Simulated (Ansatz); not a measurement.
# Br2HInS2: taking an electron away

One table from this session's results is given with a row withheld; the runs are named, their logs left out.

The runs use Ansatz 0.2.0, Gaussian basis; unrestricted cation, the program's frozen cores in correlated methods.

Plan: UKS PBE-D4/def2-TZVPP; UKS r2SCAN-D4/def2-TZVPP; UKS PBE0-D4/def2-TZVPP; UKS B3LYP-D4/def2-TZVPP; UKS wB97X-V/def2-TZVPP; UKS wB97M-V/def2-TZVPP; UKS B2PLYP/def2-TZVPP; UHF-CCSD(T)/def2-TZVPP; UHF-MP2/def2-QZVPP; extrapolation to the limit; then −ε(HOMO) from the neutral's earlier runs with LDA (SPW92), PBE-D4, revPBE-D4, BLYP-D4, r2SCAN-D4, B97M-V, PBE0-D4, B3LYP-D4, r2SCANh-D4, r2SCAN0-D4, HSE06-D4, BHLYP-D4, CAM-B3LYP-D4, LC-ωPBE, ωB97X-V, ωB97M-V.

**The relaxed structure**

All runs share one geometry, relaxed beforehand with PBE0-D4 in a triple-zeta def2 set. In takes the def2 core potential; no spin-orbit term is included.

6 atoms, charge 0, spin multiplicity 1.

Atoms are counted from 1 here; the program's logs count them from 0.

Bond lengths: S1–S2 2.057 Å, S1–H6 1.346 Å, S2–In3 2.389 Å, In3–Br4 2.452 Å, In3–Br5 2.447 Å. Angles: S2–S1–H6 98.1°, S1–S2–In3 102.1°, S2–In3–Br4 120.2°, S2–In3–Br5 120.8°, Br4–In3–Br5 119.0°.

The first run:

The input, in.yaml:

```yaml
crystal:
  periodic: [false, false, false]
  atoms:
    - {symbol: S, position_ang: [0.923012, 1.888002, 0.957822]}
    - {symbol: S, position_ang: [0.199428, 0.078402, 1.615964]}
    - {symbol: In, position_ang: [-0.156476, -1.092781, -0.435464]}
    - {symbol: Br, position_ang: [-0.828784, -3.450784, -0.409981]}
    - {symbol: Br, position_ang: [0.114124, 0.038741, -2.588113]}
    - {symbol: H, position_ang: [-0.251304, 2.538419, 0.859774]}
basis:
  gaussian: {orbitals: def2-TZVPP}
total_charge: 1
magnetization: {spin_polarized: true, initial_magnetization: 1}
hamiltonian: {xc: pbe, dispersion: d4}
```

The run is started by

```bash
$ ansatz run in.yaml --threads 2 --pin off --events-out ev --progress --plain --max-ram 32768MiB --backend cpu
```

Among the steps run: Cation, UKS PBE-D4/def2-TZVPP; Cation, UKS r2SCAN-D4/def2-TZVPP; Cation, UKS PBE0-D4/def2-TZVPP; Cation, UKS B3LYP-D4/def2-TZVPP; Cation, UKS wB97X-V/def2-TZVPP; Cation, UKS wB97M-V/def2-TZVPP; Cation, UKS B2PLYP (frozen core)/def2-TZVPP; Cation, UHF-CCSD(T)/def2-TZVPP; Cation, UHF-MP2/def2-QZVPP.

One of the session's tables, all rows but one given; the rest of the session is left out.

For comparison, −ε(HOMO) of the neutral from earlier runs:

| functional | −ε(HOMO) (eV) |
| --- | --- |
| LDA (SPW92) | 6.51 |
| PBE-D4 | ? |
| revPBE-D4 | 6.26 |
| BLYP-D4 | 6.15 |
| r2SCAN-D4 | 6.56 |
| B97M-V | 6.59 |
| PBE0-D4 | 7.42 |
| B3LYP-D4 | 7.19 |
| r2SCANh-D4 | 6.97 |
| r2SCAN0-D4 | 7.58 |
| HSE06-D4 | 7.03 |
| BHLYP-D4 | 8.38 |
| CAM-B3LYP-D4 | 8.64 |
| LC-ωPBE | 9.96 |
| ωB97X-V | 9.61 |
| ωB97M-V | 9.45 |

**Question.** Estimate the row for PBE-D4.

As computed: −ε(HOMO) (eV): 6.32. In the column «−ε(HOMO) (eV)» it lies between revPBE-D4 (6.26) and LDA (SPW92) (6.51).
